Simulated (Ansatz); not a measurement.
**C₈H₁₀O: up Jacob's ladder to CCSD(T)**

Aim: compute C₈H₁₀O with functionals from several rungs and with coupled cluster, and see how far each lands from CCSD(T) at the basis-set limit for the atomisation energy.

Method: functionals in def2-TZVPP, the program's frozen cores in correlated methods; program: Ansatz 0.2.0, Gaussian basis.

Levels to be run: LDA (SPW92), PBE-D4, revPBE-D4, BLYP-D4, r2SCAN-D4, B97M-V, PBE0-D4, B3LYP-D4, r2SCANh-D4, r2SCAN0-D4, HSE06-D4, BHLYP-D4, CAM-B3LYP-D4, LC-ωPBE, ωB97X-V, ωB97M-V, B2PLYP, PBE-QIDH; CCSD(T)/def2-SVP; CCSD(T)/def2-TZVPP; MP2/def2-QZVPP; extrapolation to the limit; RPA on PBE.

## Step 1: The geometry

The geometry comes from an earlier relaxation with PBE0-D4 in a triple-zeta def2 set; it is a stationary point, not always the lowest conformer.

SMILES `Cc1ccc(O)cc1C`, 19 atoms, charge 0, spin multiplicity 1.

Atoms are counted from 1 here; the program's logs count them from 0.

Bond lengths: C1–C2 1.497 Å, C1–H10 1.091 Å, C1–H11 1.095 Å, C1–H12 1.095 Å, C2–C3 1.387 Å, C2–C8 1.403 Å, C3–C4 1.387 Å, C3–H13 1.085 Å, C4–C5 1.386 Å, C4–H14 1.086 Å, C5–O6 1.359 Å, C5–C7 1.389 Å, O6–H15 0.961 Å, C7–C8 1.387 Å, C7–H16 1.084 Å, C8–C9 1.497 Å, C9–H17 1.094 Å, C9–H18 1.094 Å and more. Angles: C2–C1–H10 110.9°, C2–C1–H11 111.8°, C2–C1–H12 111.8°, H10–C1–H11 107.7°, H10–C1–H12 107.7°, H11–C1–H12 106.7°, C1–C2–C3 120.7°, C1–C2–C8 121.0°, C3–C2–C8 118.4°, C2–C3–C4 122.0°, C2–C3–H13 119.1°, C4–C3–H13 119.0°, C3–C4–C5 119.3°, C3–C4–H14 120.3°, C5–C4–H14 120.4°, C4–C5–O6 122.8°, C4–C5–C7 119.6°, O6–C5–C7 117.6° and more.

## Step 2: LDA

This LDA is Slater exchange with PW92 correlation.

in.yaml reads:

```yaml
crystal:
  periodic: [false, false, false]
  atoms:
    - {symbol: C, position_ang: [2.029743, -1.075244, 0.284037]}
    - {symbol: C, position_ang: [0.828188, -0.283003, -0.129570]}
    - {symbol: C, position_ang: [0.837706, 0.457378, -1.302616]}
    - {symbol: C, position_ang: [-0.259842, 1.200449, -1.710667]}
    - {symbol: C, position_ang: [-1.402896, 1.206945, -0.927423]}
    - {symbol: O, position_ang: [-2.518283, 1.908613, -1.257968]}
    - {symbol: C, position_ang: [-1.431628, 0.472218, 0.250473]}
    - {symbol: C, position_ang: [-0.333400, -0.270052, 0.657152]}
    - {symbol: C, position_ang: [-0.394115, -1.052568, 1.932130]}
    - {symbol: H, position_ang: [2.836839, -0.966049, -0.441638]}
    - {symbol: H, position_ang: [1.801847, -2.142327, 0.371357]}
    - {symbol: H, position_ang: [2.411618, -0.754814, 1.258523]}
    - {symbol: H, position_ang: [1.730286, 0.455918, -1.920065]}
    - {symbol: H, position_ang: [-0.223082, 1.770711, -2.634231]}
    - {symbol: H, position_ang: [-2.365787, 2.368263, -2.087925]}
    - {symbol: H, position_ang: [-2.334936, 0.489708, 0.850064]}
    - {symbol: H, position_ang: [0.378088, -0.727558, 2.636059]}
    - {symbol: H, position_ang: [-0.227058, -2.119140, 1.753682]}
    - {symbol: H, position_ang: [-1.363249, -0.939449, 2.418626]}
basis:
  gaussian: {orbitals: def2-TZVPP}
hamiltonian: {xc: lda}
output: {orbitals: {seedname: orbitals}}
```

On the command line:

```sh
ansatz run in.yaml --threads 2 --pin off --events-out ev --progress --plain --max-ram 22528MiB --backend cuda --devices 0, --max-vram 18GiB
```

Further steps of the session: PBE-D4 (GGA); revPBE-D4 (GGA); BLYP-D4 (GGA); r2SCAN-D4 (meta-GGA); B97M-V (meta-GGA); PBE0-D4 (hybrid); B3LYP-D4 (hybrid); r2SCANh-D4 (hybrid); r2SCAN0-D4 (hybrid); HSE06-D4 (hybrid); BHLYP-D4 (hybrid); CAM-B3LYP-D4 (range-separated); LC-ωPBE (range-separated); ωB97X-V (range-separated); ωB97M-V (range-separated); B2PLYP (double hybrid); PBE-QIDH (double hybrid); CCSD(T) in def2-SVP; CCSD(T) in def2-TZVPP; MP2 in def2-QZVPP; RPA on PBE orbitals.

Before running them: what should the planned runs give, taken together? Wanted: atomisation energy, CCSD(T)/CBS; farthest beyond LDA; mean size of error, GGA; mean size of error, meta-GGA; mean size of error, hybrid; mean size of error, range-separated; mean size of error, double hybrid; gap, smallest and largest; T1 diagnostic.

The runs gave:

| quantity | value |
| --- | --- |
| atomisation energy, CCSD(T)/CBS | 89.347 eV |
| functionals within 0.447 eV (0.5 %) | BLYP-D4, B3LYP-D4, r2SCANh-D4, LC-ωPBE, ωB97X-V |
| farthest beyond LDA | PBE-D4 (+3.245 eV) |
| mean size of error, GGA | 1.521 eV |
| mean size of error, meta-GGA | 0.716 eV |
| mean size of error, hybrid | 1.112 eV |
| mean size of error, range-separated | 0.423 eV |
| mean size of error, double hybrid | 0.518 eV |
| gap, smallest and largest | 4.16 eV (LDA (SPW92)), 10.63 eV (LC-ωPBE) |
| T1 diagnostic | 0.0107 |
| triples share of the correlation energy | 4.7 % |

What this shows: The LDA atomisation energy is off by 14.181 eV (16 %): it overbinds. PBE-D4 is off by +3.245 eV. Double hybrids carry the basis error of their MP2 part in triple zeta, and no dispersion term here, so their miss is partly the set-up's. Taken by rung, range-separated functionals do best (0.423 eV on average) and GGA ones worst beyond LDA (1.521 eV). hybrid functionals lie within the reference's doubt of that worst mean (1.112 eV), so those two tie. The gap between the best rungs is small, so their order is not settled. The reference freezes the cores and leaves out relativity and excitations past (T), so misses under about 0.447 eV can't be ranked. Hartree-Fock recovers 74 % of the binding; the rest is correlation. CCSD(T) in def2-SVP is off by -3.187 eV, more than most functionals: a good method in a small basis is no reference. The gap grows from 4.2 to 10.6 eV across the functionals, mostly with the share of exact exchange. The restricted reference is unstable towards a spin-broken one.
